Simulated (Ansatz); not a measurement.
**TaAs under changes of volume**

One of the cells (17.396 Å³/atom); the others are scaled copies at fixed shape and fractional positions:

```xyz
4
Lattice="-1.7218 1.7218 5.8679 1.7218 -1.7218 5.8679 1.7218 1.7218 -5.8679" Properties=species:S:1:pos:R:3 pbc="T T T"
Ta    0.0000    0.0000    5.8676
Ta    1.7218    0.0000    2.9336
As    0.0000    0.0000    0.9698
As    0.0000    1.7218    3.9037
```

The cell is a database's computed one.

* Program: Ansatz 0.2.0
* Functional: PBE
* Potentials or basis: all-electron LAPW, scalar-relativistic
* Cutoff: 295 eV (chosen from the basis error)
* Basis error allowed: 0.001 eV/atom
* k mesh: 11 × 11 × 11
* Occupations: fermi-dirac, width 0.05 eV
* Spin: no spin polarisation

| volume (Å³/atom) | energy over the lowest point (meV/atom) | pressure (GPa) | largest force (eV/Å) |
| --- | --- | --- | --- |
| 16.353 | 55.52 | 15.3 | 0.059 |
| 16.700 | 27.65 | 10.5 | 0.047 |
| 17.048 | 9.76 | 6.1 | 0.035 |
| 17.396 | ? | ? | ? |
| 17.744 | 0.00 | -1.3 | 0.015 |
| 18.092 | 6.41 | -4.5 | 0.007 |
| 18.440 | 19.34 | -7.3 | 0.001 |

Task: What does the run at 17.396 Å³/atom give?

Result: Energy over the lowest point 0.84 meV/atom; pressure 2.2 GPa; largest force 0.025 eV/Å.

Worked out: A Birch-Murnaghan fit of order 3 (a polynomial in V^(-2/3)) to the other rows has its minimum at 17.61 Å³/atom with B0 = V·E''(V) = 176 GPa and B' = 4.5 at fixed shape and positions, which overstates the stiffness. It gives 0.84 meV/atom at 17.396 Å³/atom, against the run's 0.84, and -dE/dV = 2.2 GPa, against 2.2.

Energies are extrapolated to zero smearing.
